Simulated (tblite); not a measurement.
# C6H14Ge: the cost of one run

Programs: tblite 0.8.0 and PySCF 2.14.0, with density-fitted response routines of our own. Each step states its level of theory. These are calculated values for one molecule, in the gas phase or a continuum, unless marked as measured. Atoms are numbered from 0 throughout.

## (1) The starting structure

21 atoms, charge 0, multiplicity 1; geometry from: force field or distance geometry start.

Bonds of the start (Å): C0–C1 1.34, C1–C2 1.49, C1–Ge3 1.90, Ge3–C4 1.92, C4–C5 1.53, C4–C6 1.51, C0–H7 1.07, C0–H8 1.09, C2–H9 1.09, C2–H10 1.12, C2–H11 1.11, Ge3–H12 1.58, Ge3–H13 1.55, C4–H14 1.12, C5–H15 1.12, C5–H16 1.11, C5–H17 1.11, C6–H18 1.12, C6–H19 1.13, C6–H20 1.10.

## (2) Relaxing the molecule with GFN2-xTB

Job settings and geometry (Å):

```
{"job": {"kind": "relax", "xc": "GFN2-xTB", "basis": "xTB"}, "charge": 0, "multiplicity": 1}
C      2.306400    -1.682700    -0.857100
C      1.762400    -0.610900    -0.268200
C      2.454600     0.706700    -0.210500
Ge     0.067000    -0.765600     0.574100
C     -1.174200     0.638800     0.162100
C     -2.289900     0.002400    -0.663700
C     -1.785100     1.124800     1.452000
H      1.806500    -2.634000    -0.880500
H      3.278000    -1.639700    -1.351900
H      3.137200     0.826300     0.634200
H      3.068900     0.778400    -1.139100
H      1.679700     1.501300    -0.291700
H      0.335600    -0.655200     2.129300
H     -0.475500    -2.197000     0.330600
H     -0.699900     1.498000    -0.374700
H     -3.264100     0.465600    -0.373200
H     -2.408400    -1.081200    -0.451400
H     -2.070800     0.064900    -1.745000
H     -1.158300     1.940500     1.903000
H     -1.738900     0.311300     2.227800
H     -2.840000     1.424200     1.348300
```

On the command line:

```console
> OMP_NUM_THREADS=1 python probes_run.py task.json out
```

The driver reads the jobs from task.json and runs them one after another.

**Question.** How long does this first job take on 1 thread of Intel Xeon 6975P-C, shared host?

About 1.3 s.
